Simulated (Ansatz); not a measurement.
# GaAs (singlet): wave-function methods side by side, aug-cc-pVDZ

The task here is to estimate one member of a computed series from the others.

Computed with Ansatz 0.2.0, Gaussian basis. Level: aug-cc-pVDZ, core rule «outside noble gas», up to 28 orbitals frozen.

The runs, in order: UHF; CCSD(T) on RHF; CCSD(T) on UHF; BCCD(T) on RHF; CISD; CCSDT(Q) on RHF; CCSDT(Q) on UHF; CASSCF and MRCISD+Q, 8 electrons in 8 orbitals; CASSCF and NEVPT2, 8 electrons in 8 orbitals.

17 further runs of the same task are left out: 1 for a known fault of the program, 7 that didn't finish, 9 set aside as unsound or not needed.

### What is computed

The geometry is a PBE0/def2-TZVPD stationary point (not a proven minimum) of the parent state, kept for this charge and spin. No spin-orbit coupling is included. The filled d shell of Ga, As may be among the frozen orbitals whatever the setting's name suggests; the logs give the count.

2 atoms, charge 0, spin multiplicity 1.

Atoms are counted from 1 here; the program's logs count them from 0.

Bond lengths: Ga1–As2 2.222 Å.

The first run:

Input file in.yaml:

```yaml
crystal:
  periodic: [false, false, false]
  atoms:
    - {symbol: Ga, position_ang: [0.000000, 0.000000, 0.000000]}
    - {symbol: As, position_ang: [0.000000, 0.000000, 2.222300]}
basis:
  gaussian: {orbitals: aug-cc-pVDZ}
magnetization: {spin_polarized: true, initial_magnetization: 0}
hamiltonian: {xc: hf}
output: {orbitals: {seedname: orbitals}}
```

Command:

```
$ ansatz run in.yaml --threads 1 --pin off --events-out ev --progress --plain --max-ram 2393MiB
```

Among the steps run: UHF; CCSD(T) on RHF; CCSD(T) on UHF; BCCD(T) on RHF; CISD; CCSDT(Q) on RHF; CCSDT(Q) on UHF; CASSCF and MRCISD+Q, 8 electrons in 8 orbitals; CASSCF and NEVPT2, 8 electrons in 8 orbitals.

One table of the session follows, with a row left open; its other results are not shown here.

| method | from RCCSDT(Q) (kJ/mol) |
| --- | --- |
| UHF | +371.7 |
| RMP2 | +96.8 |
| UMP2 | +58.3 |
| RCCSD | +41.7 |
| UCCSD | -8.0 |
| RCCSD(T) | +7.5 |
| UCCSD(T) | -28.6 |
| BCCD(T) | +8.1 |
| RCCSDT | ? |
| UCCSDT | -41.9 |
| RCCSDT(Q) | 0 |
| UCCSDT(Q) | -48.5 |
| CASSCF valence | +268.2 |
| NEVPT2 valence | +58.9 |
| MRCISD valence | +12.7 |
| MRCISD+Q valence | -6.2 |

Estimate the missing values for RCCSDT.

The run gave: from RCCSDT(Q) (kJ/mol): +4.7. In the column «from RCCSDT(Q) (kJ/mol)» it lies between RCCSDT(Q) (0) and RCCSD(T) (+7.5).

Not comparable, so not listed: CISD (they don't share determinant, frozen orbitals or solution with the rows shown, or repeat one).

To keep in mind: The determinant is far from a pure spin state, so its energy mixes those of several spin states (harmless only where they are near-degenerate, as at dissociation). Left out of the table: RHF (another determinant or state than the rows shown). The program flags UCCSD(T), UCCSDT(Q) as in doubt, so those rows may rest on another solution; read them beside their warnings. Warnings: restricted reference is unstable; spin contamination; coupled cluster took another determinant than the lowest; large T1 diagnostic. Restricted and unrestricted rows rest on different reference determinants; where their highest levels disagree by more than a few hundredths of an eV, they describe different states and don't form one ladder.
